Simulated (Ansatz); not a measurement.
**MgGaH₃: functionals against CCSD(T) at one geometry**

An exercise on one series of results from a longer session: the logs are not shown, and one member is left open.

The runs use Ansatz 0.2.0, Gaussian basis; single points in def2-TZVPP.

Cores are frozen in the correlated methods. Filled d shells of the heavier atoms are correlated. The outer core shell of Li, Na, Mg and K is correlated.

## The starting structure

SMILES `[MgH][GaH2]`, 5 atoms, charge 0, spin multiplicity 1.

Atoms are counted from 1 here; the program's logs count them from 0.

Bond lengths: Mg1–Ga2 2.500 Å, Mg1–H3 1.689 Å, Ga2–H4 1.688 Å, Ga2–H5 1.710 Å. Angles: Ga2–Mg1–H3 138.1°, Mg1–Ga2–H4 126.3°, Mg1–Ga2–H5 129.5°, H4–Ga2–H5 95.6°.

Coordinates:

```
Mg    0.16250   -1.21890    1.18970
Ga   -0.39160    0.83490   -0.12390
H     1.02520   -2.65440    0.97320
H    -1.38760    0.91100   -1.48410
H     0.61480    2.14050   -0.57960
```

The first run:

Input file run/in.yaml:

```yaml
crystal:
  periodic: [false, false, false]
  atoms:
    - {symbol: Mg, position_ang: [0.162500, -1.218900, 1.189700]}
    - {symbol: Ga, position_ang: [-0.391600, 0.834900, -0.123900]}
    - {symbol: H, position_ang: [1.025200, -2.654400, 0.973200]}
    - {symbol: H, position_ang: [-1.387600, 0.911000, -1.484100]}
    - {symbol: H, position_ang: [0.614800, 2.140500, -0.579600]}
basis:
  gaussian: {orbitals: def2-TZVPP}
correlation: {method: ccsd_t}
output: {forces: true}
```

The command line of these runs was not kept.

Steps of the session up to this table: CCSD(T)/def2-TZVPP; PBE0-D4/def2-TZVPP; wB97M-V/def2-TZVPP; r2SCAN-D4/def2-TZVPP; PBE-D4/def2-TZVPP; CAM-B3LYP-D4/def2-TZVPP; SPW92/def2-TZVPP.

One of the session's tables, all rows but one given; the rest of the session is left out.

| method | RMS force component (eV/Å) | angle to CCSD(T) forces (°) | dipole (D) |
| --- | --- | --- | --- |
| CCSD(T) | 0.834 | reference | 3.91 |
| PBE0-D4 | 0.806 | 2.4 | 3.74 |
| wB97M-V | 0.829 | 2.5 | 3.96 |
| r2SCAN-D4 | 0.801 | 3.2 | 3.77 |
| PBE-D4 | 0.718 | 5.3 | 3.51 |
| CAM-B3LYP-D4 | ? | ? | ? |
| SPW92 | 0.718 | 7.4 | 3.39 |

Q: Estimate the row for CAM-B3LYP-D4 from the others.

**Answer.** RMS force component (eV/Å): 0.833; angle to CCSD(T) forces (°): 2.3; dipole (D): 3.88. In the column «RMS force component (eV/Å)» it lies between wB97M-V (0.829) and CCSD(T) (0.834).
